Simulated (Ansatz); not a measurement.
# AlCo: the cost of one run

Computed with Ansatz 0.2.0, driven from Python. Level of theory: DFT PBE, plane waves, PAW.

### Step 1. Starting point

Symmetry: Pm-3m, No. 221, cubic system. The conventional cell has a = 2.819 Å, b = 2.819 Å, c = 2.819 Å, α = 90.00°, β = 90.00°, γ = 90.00°. Around Al (site symmetry m-3m) lie 8 Co at 2.44 Å. Co (site symmetry m-3m) is surrounded by 8 Al at 2.44 Å.

No structure file is read: the coordinates are typed or built in the script.

### Step 2. Script

smear_alco.py

```python
"""Smearing width test for AlCo."""

import warnings

import ansatz as az
from ase import Atoms
import pandas as pd

warnings.simplefilter("ignore", az.DeckWarning)

atoms = Atoms(
    ["Al", "Co"],
    scaled_positions=[
        [0.0, 0.0, 0.0],
        [0.5, 0.5, 0.5],
    ],
    cell=[
        [2.81940321, 0.0, 0.0],
        [0.0, 2.81940321, 0.0],
        [0.0, 0.0, 2.81940321],
    ],
    pbc=True,
)
atoms.set_initial_magnetic_moments([0.0, 1.8])
crystal = az.Crystal.from_ase(atoms)

setup = (
    crystal.calculation()
    .pseudopotentials("paw")
    .kpoints(spacing=0.22)
    .spin(az.SpinTreatment.COLLINEAR)
    .functional("pbe")
)

rows = []
for value in [0.5, 0.3, 0.2, 0.1]:
    data = setup.occupations("cold", width=value).run().report
    rows.append((value, data["free_energy_ev"] / len(data["lattice"]["sites"]), data["n_iterations"], data["magnetization_mub"], data["n_kpoints"]))

table = pd.DataFrame(rows, columns=["width (eV)", "F/atom (eV)", "iterations", "moment (muB)", "k-points"])
print(table.round(5).to_string(index=False))

# the last row is the reference
for row in rows[:-1]:
    shift = 1000 * (row[1] - rows[-1][1])
    print(f"{row[0]}: {shift:+.2f} meV/atom" + ("  (within 2 meV)" if abs(shift) < 2 else ""))
```

### Step 3. The run

The run is started by

```console
$ python smear_alco.py
```

Q: Estimate wall time and peak memory on 1 thread of Arm Neoverse V1, shared host.

About 20 s, with a peak of 0.41 GiB.
